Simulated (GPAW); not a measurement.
Set up this calculation in GPAW 26.7.0, as an ASE script.

| Property | Result |
| --- | --- |
| Task | relaxation of cell and atoms |
| Functional | PBEsol |
| Potentials or basis | PAW data sets generated in the run's folder for this functional |
| Cutoff | 600 eV |
| Basis | pw |
| k mesh | 6 × 6 × 7 |
| Occupations | fermi-dirac, width 0.05 eV |
| Spin | no spin polarisation |
| Maxiter | 150 |
| Optimizer | BFGS |
| Fmax | 0.02 eV/Å |
| Max steps | 60 |
| Convergence | density=1e-05 forces=0.0001 |

Crystal: AlSn.

```
Sn Al
1.0
     4.19811    0.00000    0.00000
    -2.09905    3.63567    0.00000
     0.00000    0.00000    3.30685
Sn Al
1 1
Direct
  0.33333 0.66667 0.50000
  0.00000 0.00000 0.00000
```

The cell comes from a database or a generator and needn't be the stable form of this composition.

One way to write it, as run:

run.py

```python
from ase import Atoms
from ase.filters import FrechetCellFilter
from ase.io import write
from ase.optimize import BFGS
from gpaw import GPAW, PW, setup_paths

setup_paths.insert(0, '.')

atoms = Atoms(['Sn', 'Al'],
              cell=[[4.1981056157, 0.0, 0.0],
                    [-2.0990528078, 3.6356661109, 0.0],
                    [0.0, 0.0, 3.306847]],
              scaled_positions=[[0.3333333333, 0.6666666667, 0.5],
                                [0.0, 0.0, 0.0]],
              pbc=True)

calc = GPAW(mode=PW(600),
            xc='PBEsol',
            kpts={'size': (6, 6, 7), 'gamma': True},
            occupations={'name': 'fermi-dirac', 'width': 0.05},
            nbands=17,
            convergence={'density': 1e-05, 'forces': 0.0001},
            maxiter=150,
            txt='gpaw.txt')
atoms.calc = calc
opt = BFGS(FrechetCellFilter(atoms), trajectory='relax.traj', logfile='-')
done = opt.run(fmax=0.02, steps=60)
calc.write('gs.gpw')
write('result.traj', atoms)
print('Converged:', done)
print('Cell:', atoms.cell.cellpar().round(4))
print('Volume:', round(atoms.get_volume(), 4))
print(atoms.get_scaled_positions().round(5))
```

Potentials or basis: PAW data sets generated in the run's folder for this functional, pw.

The run is started by

```bash
$ gpaw-setup -f PBEsol Al Sn
$ OMP_NUM_THREADS=1 python run.py
```

Results of the run:

The relaxed volume is 24.27 Å³/atom, the relaxed cell is a = 4.188 Å, b = 4.188 Å, c = 3.196 Å, α = 90.00°, β = 90.00°, γ = 120.00° and the space group after relaxing (to 0.05 Å) is P-6m2 (No. 187). The energy gained by relaxing is 16.3 meV/atom and the ionic steps are 6. The pressure after relaxing is 0.0 GPa. The band gap on the k mesh is none (metal or under the smearing width).

Caveat: later steps reuse the first step's grids.

Wall time 70 s on 1 thread of Arm Neoverse V1, on a shared host, peak memory 0.25 GiB.
